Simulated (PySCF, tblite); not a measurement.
# C₃H₈BBrO₂: geometry, infrared bands and NMR shifts

Wanted: the infrared bands and NMR shifts of C₃H₈BBrO₂ (`CC(C)OB(O)Br`), by calculation.

The runs use tblite 0.8.0 and PySCF 2.14.0, with density-fitted response routines of our own; the level of theory stands in each step. All values are computed, except where a source is named. Atoms are numbered from 0 throughout.

## Step 1: The starting structure

15 atoms, charge 0, multiplicity 1; geometry from: force field or distance geometry start.

Bonds of the start (Å): C0–C1 1.50, C1–C2 1.49, C1–O3 1.40, O3–B4 1.47, B4–O5 1.45, B4–Br6 2.00, C0–H7 1.13, C0–H8 1.11, C0–H9 1.10, C1–H10 1.11, C2–H11 1.12, C2–H12 1.11, C2–H13 1.11, O5–H14 1.00.

## Step 2: Geometry optimisation with GFN2-xTB

The job: settings as JSON, then the geometry in Å.

```
{"job": {"kind": "relax", "xc": "GFN2-xTB", "basis": "xTB"}, "charge": 0, "multiplicity": 1}
C     -0.743900     1.584500    -0.072900
C     -0.416700     0.134100     0.120600
C     -1.518900    -0.811000    -0.228600
O      0.616000    -0.099300    -0.794700
B      1.847700    -0.472200    -0.089100
O      1.826100    -1.649700     0.764000
Br     3.347300     0.842700    -0.165500
H      0.006300     2.179500     0.518300
H     -0.533900     1.811700    -1.134200
H     -1.786900     1.856200     0.166200
H      0.031200    -0.037600     1.121300
H     -2.540100    -0.483500     0.086200
H     -1.333700    -1.776000     0.280000
H     -1.506000    -0.928700    -1.329500
H      2.700900    -2.142700     0.736100
```

Started as:

```sh
> OMP_NUM_THREADS=1 python probes_run.py task.json out
```

This one command runs all jobs of the session in turn.

**Question.** This job is followed by: GFN2-xTB harmonic vibrations, gas phase; GIAO PBE0/pcSseg-1 NMR shielding, non-relativistic, gas phase. What will the session give for the following? strongest single infrared mode (GFN2-xTB); zero-point energy (GFN2-xTB); 13C shifts against TMS (PBE0/pcSseg-1, means over atoms taken as alike); 1H shifts against TMS (PBE0/pcSseg-1, means over atoms taken as alike); 17O shifts against H2O (PBE0/pcSseg-1); 11B shifts against BF3·OEt2 (PBE0/pcSseg-1); 79Br shifts against HBr (PBE0/pcSseg-1).

**Answer**, as computed:

```
                                                               quantity                  value
                              strongest single infrared mode (GFN2-xTB)  1371 cm⁻¹, 516 km/mol
                                           zero-point energy (GFN2-xTB)          72.5 kcal/mol
13C shifts against TMS (PBE0/pcSseg-1, means over atoms taken as alike)         71.9, 25.9 ppm
 1H shifts against TMS (PBE0/pcSseg-1, means over atoms taken as alike)   4.64, 4.64, 1.33 ppm
                                 17O shifts against H2O (PBE0/pcSseg-1)       163.8, 138.0 ppm
                            11B shifts against BF3·OEt2 (PBE0/pcSseg-1)               22.8 ppm
                                79Br shifts against HBr (PBE0/pcSseg-1)                 87 ppm
```

Relaxing lowered the energy by 1.582 eV in 71 steps; the close pair that moved most is O3–B4, from 1.468 to 1.326 Å. All 39 modes are real, so the xTB geometry is a minimum. The strongest single mode, at 1371 cm⁻¹, moves mainly B4. GFN2-xTB is a fitted tight-binding method: band positions and strengths are rough. Its intensities can rank the bands wrongly. C1 (sp3 CH bonded to O) lies farthest downfield among carbon, at 71.9 ppm; pulled downfield by the heteroatom. The most deshielded hydrogen is H10 (hydrogen on an sp3 CH bonded to O), at 4.64 ppm: its carbon carries O, an electronegative neighbour. At PBE0/pcSseg-1: The largest span, 676 ppm, is at Br6, where the paramagnetic term is -590 ppm. Spin-orbit coupling is left out, which matters for shieldings and couplings at and beside the heavy atoms.
